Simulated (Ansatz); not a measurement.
# C₂H₃AlO: small, medium and large basis sets

An exercise on one series of results from a longer session: the logs are not shown, and one member is left open.

The runs use Ansatz 0.2.0, Gaussian basis; one geometry, several basis sets.

Plan: PBE0-D4/def2-SVP; ωB97M-V/def2-SVP; PBE0-D4/def2-QZVPP; ωB97M-V/def2-QZVPP; the functionals' def2-TZVPP values are taken from earlier runs.

### The geometry

An earlier PBE0-D4 in a triple-zeta def2 set relaxation fixed the geometry.

SMILES `C=[C]1[O][AlH]1`, 7 atoms, charge 0, spin multiplicity 1.

Atoms are counted from 1 here; the program's logs count them from 0.

Bond lengths: C1–C2 1.321 Å, C1–H5 1.086 Å, C1–H6 1.082 Å, C2–O3 1.419 Å, C2–Al4 1.848 Å, O3–Al4 1.727 Å, Al4–H7 1.566 Å. Angles: C2–C1–H5 121.2°, C2–C1–H6 120.1°, H5–C1–H6 118.7°, C1–C2–O3 127.2°, C1–C2–Al4 170.6°, O3–C2–Al4 62.2°, C2–O3–Al4 71.2°, C2–Al4–O3 46.6°, C2–Al4–H7 173.2°, O3–Al4–H7 140.2°.

Set-up of the first run:

File in.yaml:

```yaml
crystal:
  periodic: [false, false, false]
  atoms:
    - {symbol: C, position_ang: [-0.566938, 0.915987, 0.957177]}
    - {symbol: C, position_ang: [-0.051791, 0.078408, 0.075463]}
    - {symbol: O, position_ang: [1.080965, -0.758255, 0.246907]}
    - {symbol: Al, position_ang: [0.445419, -0.999128, -1.340502]}
    - {symbol: H, position_ang: [-0.129771, 1.031914, 1.944780]}
    - {symbol: H, position_ang: [-1.439574, 1.502395, 0.702928]}
    - {symbol: H, position_ang: [0.722890, -1.839420, -2.632452]}
basis:
  gaussian: {orbitals: def2-SVP}
hamiltonian: {xc: pbe0, dispersion: d4}
output: {orbitals: {seedname: orbitals}}
```

Run with:

```bash
ansatz run in.yaml --threads 2 --pin off --events-out ev --progress --plain --max-ram 4352MiB
```

Steps of the session up to this table: PBE0-D4 in def2-SVP; ωB97M-V in def2-SVP; PBE0-D4 in def2-QZVPP; ωB97M-V in def2-QZVPP.

One of the session's tables, all rows but one given; the rest of the session is left out.

| functional | basis | HOMO (eV) | LUMO (eV) |
| --- | --- | --- | --- |
| PBE0-D4 | def2-SVP | -6.28 | -1.33 |
| PBE0-D4 | def2-TZVPP | ? | ? |
| PBE0-D4 | def2-QZVPP | -6.43 | -1.54 |
| ωB97M-V | def2-SVP | -8.49 | 0.39 |
| ωB97M-V | def2-TZVPP | -8.61 | 0.15 |
| ωB97M-V | def2-QZVPP | -8.64 | -0.06 |

**Question.** Estimate the row for PBE0-D4, def2-TZVPP.

**Answer.** HOMO (eV): -6.40; LUMO (eV): -1.48. In the column «HOMO (eV)» it lies between PBE0-D4, def2-QZVPP (-6.43) and PBE0-D4, def2-SVP (-6.28).
